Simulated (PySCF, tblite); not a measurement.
# C16H20F18KNO8S2: electronic excitations, NMR shifts

Wanted: electronic excitations, NMR shifts for C16H20F18KNO8S2 (`FC(F)COCCOCC(F)F.FC(F)COCCOCC(F)F.O=S(=O)([N-]S(=O)(=O)C(F)(F)C(F)(F)F)C(F)(F)C(F)(F)F.[K+]`).

Computed with tblite 0.8.0 and PySCF 2.14.0 and routines of our own; the level stands in each step. Atoms count from 0.

### 1 The system as given

66 atoms, charge 0, multiplicity 1; geometry from: force field, distance geometry or constructed start.

### 2 Geometry optimisation with GFN2-xTB

Job settings and geometry (Å):

```
{"job": {"kind": "relax", "xc": "GFN2-xTB", "basis": "xTB"}, "charge": 0, "multiplicity": 1}
F      1.028400    -0.043400    -3.166900
C      0.029900     0.782400    -3.604700
F     -0.249400     0.392200    -4.867800
C     -1.198500     0.614500    -2.721400
O     -2.117800     1.708200    -2.790800
C     -2.844300     1.738500    -4.027800
C     -3.889900     2.849000    -3.967500
O     -4.609000     2.881400    -5.194700
C     -5.704800     3.803800    -5.176400
C     -5.274800     5.264500    -5.230200
F     -6.313900     6.037200    -5.638500
F     -4.941800     5.692600    -3.986200
F      8.999700     0.209800    -5.188300
C      8.071300     0.089900    -4.218200
F      7.244200     1.170000    -4.340900
C      7.272700    -1.194000    -4.410100
O      6.589400    -1.634400    -3.234800
C      5.453100    -0.831900    -2.919900
C      4.706800    -1.449500    -1.738700
O      3.576800    -0.641200    -1.420000
C      2.738100    -1.221400    -0.409200
C      3.347200    -1.169500     0.985700
F      2.375900    -1.324700     1.922900
F      4.204300    -2.213600     1.153000
O      0.216900    -3.116400     0.805500
S     -0.874500    -2.499400     1.573900
O     -0.935900    -2.984900     2.946000
N     -0.927700    -0.920500     1.380400
S     -1.839500    -0.192200     2.456100
O     -3.008800    -0.933300     2.927800
O     -2.155100     1.189800     2.084000
C     -0.672500    -0.036700     3.857400
F      0.429600    -0.842800     3.732000
F     -0.134500     1.234000     3.879700
C     -1.379600    -0.285300     5.175000
F     -2.412300     0.568700     5.399700
F     -0.513500    -0.074200     6.213600
F     -1.843800    -1.541200     5.350900
C     -2.397800    -3.015700     0.709200
F     -2.094400    -3.443900    -0.562900
F     -3.269300    -1.979700     0.493000
C     -3.074700    -4.151200     1.462500
F     -4.166000    -4.578300     0.746300
F     -3.553700    -3.822900     2.679500
F     -2.298700    -5.242300     1.603700
K     -0.001900     0.001600    -0.003400
H      0.402700     1.809600    -3.619300
H     -0.874400     0.557300    -1.668400
H     -1.715900    -0.327400    -2.941000
H     -3.330900     0.775700    -4.199100
H     -2.160800     1.921100    -4.858800
H     -4.566700     2.664000    -3.127000
H     -3.394800     3.808100    -3.790000
H     -6.343500     3.615700    -4.304300
H     -6.310900     3.586200    -6.061300
H     -4.420400     5.430700    -5.896800
H      8.565800     0.131300    -3.241300
H      7.972200    -1.989100    -4.687000
H      6.564100    -1.093100    -5.240300
H      4.783400    -0.754600    -3.784900
H      5.768400     0.186400    -2.651400
H      4.392500    -2.467700    -2.004200
H      5.381300    -1.518700    -0.878200
H      2.481200    -2.250000    -0.686300
H      1.815200    -0.645100    -0.407600
H      3.878900    -0.235700     1.179800
```

Run with:

```sh
OMP_NUM_THREADS=4 python large_run.py task.json out
```

The driver reads the jobs from task.json and runs them one after another.

The program printed:

```text
step      E/eV     max force
  0   -4675.58932    3.960
  1   -4676.38886    1.521
  2   -4676.53434    0.903
  3   -4676.63633    0.891
  4   -4676.71264    0.692
  5   -4676.74966    0.457
  6   -4676.78861    0.456
  7   -4676.81550    0.435
  8   -4676.83392    0.400
  9   -4676.85219    0.415
 10   -4676.86993    0.428
 11   -4676.88647    0.239
 12   -4676.90142    0.206
 13   -4676.91430    0.240
 14   -4676.95002    1.804
 15   -4676.92660    0.271
 16   -4676.92418    0.261
 17   -4676.93807    0.154
 18   -4676.94396    0.157
 19   -4676.95812    0.226
 20   -4676.96638    0.227
 21   -4676.97392    0.172
 22   -4676.97928    0.181
 23   -4676.98471    0.200
 24   -4676.98940    0.219
 25   -4676.99292    0.238
 26   -4676.99481    0.257
 27   -4676.99558    0.269
 28   -4676.99579    0.274
 29   -4676.99574    0.274
 30   -4676.99582    0.273
 31   -4676.99586    0.273
 32   -4676.99613    0.272
 33   -4676.99661    0.269
 34   -4676.99782    0.262
 35   -4677.00001    0.245
 36   -4677.00333    0.218
 37   -4677.00692    0.200
 38   -4677.00999    0.205
 39   -4677.01251    0.215
 40   -4677.01559    0.219
 41   -4677.01982    0.210
 42   -4677.02528    0.394
 43   -4676.85863    0.933
 44   -4677.02681    0.212
 45   -4677.02950    0.181
 46   -4677.03204    0.195
 47   -4677.03400    0.192
 48   -4677.03726    0.192
 49   -4677.03784    0.196
 50   -4677.03901    0.208
 51   -4677.03935    0.217
 52   -4677.03939    0.222
 53   -4677.03934    0.220
 54   -4677.03953    0.223
 55   -4677.03968    0.223
 56   -4677.04018    0.220
 57   -4677.04095    0.213
 58   -4677.04238    0.199
 59   -4677.04460    0.177
 60   -4677.06810    2.173
 61   -4677.04637    0.421
 62   -4677.02659    0.660
 63   -4677.05514    0.144
 64   -4677.05722    0.141
 65   -4677.06901    0.131
 66   -4677.07234    0.109
 67   -4677.07997    0.193
 68   -4677.08618    0.177
 69   -4677.09463    0.447
 70   -4677.09999    0.148
 71   -4676.97713    1.018
 72   -4677.09727    0.250
 73   -4677.08790    0.348
 74   -4677.11223    0.170
 75   -4677.11875    0.853
 76   -4677.06092    0.502
 77   -4677.12261    1.583
 78   -4677.10933    0.798
 79   -4677.04806    1.045
 80   -4677.14255    1.085
 81   -4677.14550    0.227
 82   -4677.14727    0.133
 83   -4677.14819    0.097
 84   -4677.14943    0.121
 85   -4677.15430    0.134
 86   -4677.15650    0.115
 87   -4677.15949    0.109
 88   -4677.16204    0.102
 89   -4677.16481    0.091
 90   -4677.16775    0.090
 91   -4677.17081    0.102
 92   -4677.17401    0.105
 93   -4677.17669    0.089
 94   -4677.17900    0.093
 95   -4677.18150    0.083
 96   -4677.18472    0.106
 97   -4677.18891    0.125
 98   -4677.19381    0.146
 99   -4677.19894    0.138
100   -4677.20422    0.108
101   -4677.21003    0.128
102   -4677.21578    0.134
103   -4677.22100    0.112
104   -4677.22569    0.145
105   -4677.23055    0.134
106   -4677.23615    0.163
107   -4677.24323    0.123
108   -4677.24990    0.162
109   -4677.25655    0.181
110   -4677.26470    0.186
111   -4677.26831    0.237
112   -4677.27514    0.116
113   -4677.27865    0.111
114   -4677.28567    0.111
115   -4677.28944    0.118
116   -4677.29609    0.127
117   -4677.30206    0.140
118   -4677.31116    0.149
119   -4677.32233    0.198
120   -4677.32874    0.452
121   -4677.34619    0.237
122   -4677.35702    0.148
123   -4677.37842    0.242
124   -4677.38885    0.259
125   -4677.41495    0.335
126   -4677.43078    0.241
127   -4677.44307    0.587
128   -4677.46497    0.211
129   -4677.48843    0.202
130   -4677.50994    0.177
131   -4677.52311    0.176
132   -4677.53749    0.189
133   -4677.55082    0.215
134   -4677.55892    0.110
135   -4677.56172    0.359
136   -4677.56741    0.130
137   -4677.57087    0.077
138   -4677.57576    0.089
139   -4677.57844    0.095
140   -4677.58088    0.123
141   -4677.58321    0.111
142   -4677.58598    0.073
143   -4677.58833    0.080
144   -4677.59066    0.074
145   -4677.59286    0.070
146   -4677.59527    0.075
147   -4677.59768    0.088
148   -4677.59983    0.085
149   -4677.60173    0.063
150   -4677.60361    0.067
151   -4677.60559    0.066
152   -4677.60758    0.079
153   -4677.60928    0.086
154   -4677.61101    0.067
155   -4677.61285    0.058
156   -4677.61492    0.073
157   -4677.61679    0.086
158   -4677.61898    0.085
159   -4677.62114    0.093
160   -4677.62317    0.070
161   -4677.62490    0.085
162   -4677.62665    0.090
163   -4677.62873    0.078
164   -4677.63095    0.104
165   -4677.63297    0.067
166   -4677.63474    0.064
167   -4677.63665    0.066
168   -4677.63891    0.096
169   -4677.64185    0.104
170   -4677.64509    0.103
171   -4677.64865    0.122
172   -4677.65276    0.112
173   -4677.65782    0.118
174   -4677.66286    0.125
175   -4677.66696    0.141
176   -4677.67090    0.130
177   -4677.67475    0.101
178   -4677.67822    0.090
179   -4677.68098    0.087
180   -4677.68348    0.076
181   -4677.68582    0.078
182   -4677.68836    0.083
183   -4677.69099    0.081
184   -4677.69351    0.075
185   -4677.69579    0.066
186   -4677.69792    0.072
187   -4677.70013    0.065
188   -4677.70243    0.061
189   -4677.70454    0.079
190   -4677.70647    0.069
191   -4677.70845    0.068
192   -4677.71057    0.072
193   -4677.71307    0.095
194   -4677.71592    0.100
195   -4677.71894    0.080
196   -4677.72192    0.082
197   -4677.72482    0.085
198   -4677.72762    0.107
199   -4677.73019    0.085
200   -4677.73239    0.076
201   -4677.73417    0.056
202   -4677.73567    0.093
203   -4677.73717    0.093
204   -4677.73893    0.064
205   -4677.74106    0.069
206   -4677.74290    0.061
207   -4677.74483    0.083
208   -4677.74568    0.099
209   -4677.74779    0.059
210   -4677.74776    1.370
211   -4677.75026    0.106
212   -4677.75138    0.061
213   -4677.75252    0.061
214   -4677.75643    0.055
215   -4677.75780    0.070
216   -4677.75964    0.270
217   -4677.76230    0.176
218   -4677.76505    0.122
219   -4677.76749    0.080
220   -4677.76988    0.076
221   -4677.77177    0.069
222   -4677.77331    0.066
223   -4677.77499    0.065
224   -4677.77668    0.053
225   -4677.77841    0.056
226   -4677.77986    0.049
227   -4677.78109    0.053
228   -4677.78220    0.056
229   -4677.78343    0.066
230   -4677.78463    0.056
231   -4677.78578    0.059
232   -4677.78678    0.056
233   -4677.78772    0.051
234   -4677.78868    0.050
235   -4677.78967    0.049
236   -4677.79059    0.047
237   -4677.79144    0.050
238   -4677.79231    0.051
239   -4677.79324    0.050
240   -4677.79421    0.043
241   -4677.79515    0.043
242   -4677.79598    0.051
243   -4677.79674    0.040
244   -4677.79729    0.116
245   -4677.79776    0.034
246   -4677.79824    0.041
247   -4677.79891    0.070
248   -4677.79939    0.048
249   -4677.80006    0.045
250   -4677.80070    0.037
251   -4677.80145    0.044
252   -4677.80229    0.044
253   -4677.80330    0.055
254   -4677.80447    0.058
255   -4677.80583    0.054
256   -4677.80736    0.063
257   -4677.80877    0.142
258   -4677.81059    0.115
259   -4677.81332    0.086
260   -4677.81479    0.079
261   -4677.81695    0.075
262   -4677.81869    0.074
263   -4677.82045    0.076
264   -4677.82241    0.070
265   -4677.82428    0.070
266   -4677.82622    0.075
267   -4677.82815    0.078
268   -4677.82987    0.060
269   -4677.83120    0.062
270   -4677.83218    0.046
271   -4677.83305    0.059
272   -4677.83411    0.063
273   -4677.83529    0.073
274   -4677.83638    0.054
275   -4677.83742    0.049
276   -4677.83857    0.058
277   -4677.83962    0.066
278   -4677.84095    0.069
279   -4677.84215    0.053
280   -4677.84335    0.055
281   -4677.84460    0.055
282   -4677.84587    0.054
283   -4677.84706    0.050
284   -4677.84854    0.049
285   -4677.85021    0.059
286   -4677.85206    0.067
287   -4677.85420    0.080
288   -4677.85625    0.108
289   -4677.85824    0.064
290   -4677.86012    0.095
291   -4677.86167    0.297
292   -4677.86341    0.128
293   -4677.86534    0.062
294   -4677.86718    0.062
295   -4677.86912    0.103
296   -4677.87100    0.064
297   -4677.87289    0.082
298   -4677.87491    0.072
299   -4677.87701    0.057
300   -4677.87917    0.067
301   -4677.88159    0.064
302   -4677.88416    0.079
303   -4677.88679    0.089
304   -4677.88938    0.084
305   -4677.89176    0.067
306   -4677.89422    0.071
307   -4677.89663    0.074
308   -4677.89947    0.065
309   -4677.90224    0.088
310   -4677.90628    0.099
311   -4677.91082    0.116
312   -4677.91549    0.094
313   -4677.92035    0.111
314   -4677.92399    0.142
315   -4677.92946    0.146
316   -4677.93470    0.121
317   -4677.94038    0.150
318   -4677.94585    0.145
319   -4677.95456    0.178
320   -4677.96264    0.175
321   -4677.97114    0.136
322   -4677.98058    0.178
323   -4677.98658    0.214
324   -4677.99564    0.321
325   -4678.00239    0.332
326   -4678.00979    0.182
327   -4678.01752    0.175
328   -4678.02373    0.118
329   -4678.02913    0.239
330   -4678.03287    0.121
331   -4678.03686    0.075
332   -4678.04224    0.112
333   -4678.04546    0.125
334   -4678.05062    0.125
335   -4678.05725    0.116
336   -4678.06129    0.132
337   -4678.06617    0.096
338   -4678.07026    0.114
339   -4678.07303    0.100
340   -4678.07641    0.099
341   -4678.08062    0.098
342   -4678.08311    0.136
343   -4678.08631    0.153
344   -4678.09115    0.110
345   -4678.09375    0.087
346   -4678.09886    0.089
347   -4678.10474    0.094
348   -4678.10964    0.134
349   -4678.11453    0.108
350   -4678.11909    0.116
351   -4678.12271    0.095
352   -4678.12585    0.087
353   -4678.12921    0.078
354   -4678.13148    0.091
355   -4678.13376    0.083
356   -4678.13616    0.073
357   -4678.13827    0.073
358   -4678.14043    0.085
359   -4678.14232    0.082
360   -4678.14396    0.114
361   -4678.14568    0.063
362   -4678.14750    0.054
363   -4678.14939    0.051
364   -4678.15062    0.050
365   -4678.15199    0.064
366   -4678.15335    0.054
367   -4678.15485    0.062
368   -4678.15631    0.052
369   -4678.15770    0.051
370   -4678.15899    0.051
371   -4678.16024    0.053
372   -4678.16160    0.049
373   -4678.16305    0.053
374   -4678.16445    0.049
375   -4678.16568    0.055
376   -4678.16692    0.048
377   -4678.16828    0.055
378   -4678.16959    0.063
379   -4678.17063    0.082
380   -4678.17145    0.095
381   -4678.17223    0.087
382   -4678.17307    0.093
383   -4678.17395    0.053
384   -4678.17479    0.106
385   -4678.17565    0.055
386   -4678.17659    0.048
387   -4678.17799    0.050
388   -4678.17895    0.045
389   -4678.18011    0.051
390   -4678.18103    0.042
391   -4678.18194    0.038
392   -4678.18277    0.037
393   -4678.18358    0.036
394   -4678.18433    0.040
395   -4678.18503    0.041
396   -4678.18576    0.039
397   -4678.18654    0.041
398   -4678.18736    0.045
399   -4678.18802    0.047
400   -4678.18855    0.040
401   -4678.18901    0.040
402   -4678.18953    0.038
403   -4678.19003    0.031
404   -4678.19049    0.031
405   -4678.19097    0.036
406   -4678.19151    0.039
407   -4678.19213    0.051
408   -4678.19276    0.036
409   -4678.19334    0.038
410   -4678.19385    0.040
411   -4678.19433    0.037
412   -4678.19477    0.036
413   -4678.19521    0.033
414   -4678.19567    0.035
415   -4678.19621    0.040
416   -4678.19686    0.045
417   -4678.19757    0.049
418   -4678.19826    0.040
419   -4678.19888    0.044
420   -4678.19949    0.048
421   -4678.20012    0.049
422   -4678.20073    0.051
423   -4678.20123    0.040
424   -4678.20164    0.042
425   -4678.20208    0.048
426   -4678.20262    0.046
427   -4678.20325    0.047
428   -4678.20383    0.035
429   -4678.20445    0.038
430   -4678.20522    0.058
431   -4678.20613    0.066
432   -4678.20711    0.050
433   -4678.20819    0.049
434   -4678.20952    0.051
435   -4678.21127    0.063
436   -4678.21358    0.074
437   -4678.21614    0.101
438   -4678.21901    0.099
439   -4678.22183    0.085
440   -4678.22527    0.093
441   -4678.22136    0.352
442   -4678.23154    0.110
443   -4678.23528    0.113
444   -4678.24225    0.109
445   -4678.24702    0.276
446   -4678.25173    0.134
447   -4678.25557    0.124
448   -4678.25996    0.120
449   -4678.26382    0.127
450   -4678.26822    0.120
451   -4678.27205    0.109
452   -4678.27647    0.154
453   -4678.28150    0.127
454   -4678.28549    0.120
455   -4678.29015    0.123
456   -4678.29669    0.141
457   -4678.30083    0.128
458   -4678.30554    0.134
459   -4678.30976    0.126
460   -4678.31406    0.159
461   -4678.31949    0.114
462   -4678.32187    0.941
463   -4678.30160    0.528
464   -4678.32683    0.105
465   -4678.32870    0.124
466   -4678.33155    0.063
467   -4678.33622    0.098
468   -4678.33951    0.403
469   -4678.34280    0.089
470   -4678.34604    0.095
471   -4678.35096    0.149
472   -4678.35354    0.146
473   -4678.35715    0.086
474   -4678.36129    0.103
475   -4678.36419    0.116
476   -4678.36756    0.083
477   -4678.37095    0.089
478   -4678.37279    0.229
479   -4678.37614    0.090
480   -4678.37905    0.085
481   -4678.38231    0.078
482   -4678.38476    0.080
483   -4678.38756    0.065
484   -4678.38967    0.075
485   -4678.39138    0.070
486   -4678.39298    0.055
487   -4678.39449    0.049
488   -4678.39635    0.056
489   -4678.39798    0.066
490   -4678.39999    0.069
491   -4678.40195    0.061
492   -4678.40392    0.077
493   -4678.40592    0.069
494   -4678.40828    0.074
495   -4678.41084    0.077
496   -4678.41353    0.082
497   -4678.41606    0.097
498   -4678.41839    0.066
499   -4678.42059    0.067
500   -4678.42291    0.066
501   -4678.42515    0.069
502   -4678.42725    0.080
503   -4678.42881    0.070
504   -4678.43015    0.054
505   -4678.43105    0.082
506   -4678.43219    0.050
507   -4678.43326    0.042
508   -4678.43434    0.037
509   -4678.43528    0.044
510   -4678.43623    0.043
511   -4678.43702    0.041
512   -4678.43766    0.034
513   -4678.43820    0.035
514   -4678.43873    0.033
515   -4678.43920    0.038
516   -4678.43971    0.042
517   -4678.44021    0.032
518   -4678.44070    0.037
519   -4678.44120    0.040
520   -4678.44179    0.048
521   -4678.44243    0.035
522   -4678.44301    0.041
523   -4678.44355    0.050
524   -4678.44414    0.044
525   -4678.44491    0.046
526   -4678.44589    0.047
527   -4678.44688    0.044
528   -4678.44772    0.051
529   -4678.44836    0.041
530   -4678.44889    0.035
531   -4678.44928    0.033
532   -4678.44959    0.032
533   -4678.44985    0.027
534   -4678.45011    0.028
535   -4678.45037    0.026
536   -4678.45063    0.029
537   -4678.45086    0.024
538   -4678.45107    0.022
539   -4678.45128    0.022
540   -4678.45150    0.030
541   -4678.45173    0.031
542   -4678.45195    0.021
543   -4678.45216    0.019
```

It took 32 s on 4 threads of Arm Neoverse V1, shared host; peak memory 0.19 GiB.

Step by step:

| step | energy from step 0 (eV) | largest force (eV/Å) |
| --- | --- | --- |
| 0 | 0.0000 | 3.9599 |
| 1 | -0.7995 | 1.5218 |
| 2 | -0.9450 | 0.9034 |
| 3 | -1.0470 | 0.8903 |
| 4 | -1.1233 | 0.6919 |
| 5 | -1.1603 | 0.4574 |
| 6 | -1.1993 | 0.4564 |
| 7 | -1.2262 | 0.4348 |
| 8 | -1.2446 | 0.4004 |
| 56 | -1.4509 | 0.2200 |
| 104 | -1.6364 | 0.1449 |
| 152 | -2.0183 | 0.0786 |
| 201 | -2.1448 | 0.0561 |
| 249 | -2.2107 | 0.0447 |
| 297 | -2.2836 | 0.0824 |
| 345 | -2.5044 | 0.0868 |
| 394 | -2.5950 | 0.0401 |
| 442 | -2.6422 | 0.1098 |
| 490 | -2.8107 | 0.0692 |
| 539 | -2.8620 | 0.0228 |
| 540 | -2.8622 | 0.0296 |
| 541 | -2.8624 | 0.0307 |
| 542 | -2.8626 | 0.0207 |
| 543 | -2.8628 | 0.0189 |

Distances of close pairs at the start and the end, largest changes first:

| bond | before (Å) | after (Å) | change (Å) |
| --- | --- | --- | --- |
| K45–H60 | 6.352 | 2.728 | -3.623 |
| K45–H47 | 1.960 | 3.607 | +1.647 |
| K45–H64 | 1.971 | 3.411 | +1.440 |
| O19–K45 | 3.902 | 2.619 | -1.283 |
| F0–K45 | 3.327 | 2.387 | -0.940 |
| O30–K45 | 3.226 | 2.336 | -0.890 |
| O24–K45 | 3.229 | 3.825 | +0.596 |
| C3–K45 | 3.032 | 3.602 | +0.570 |

The end geometry stands in the next job.

[end of part 1 of 3]
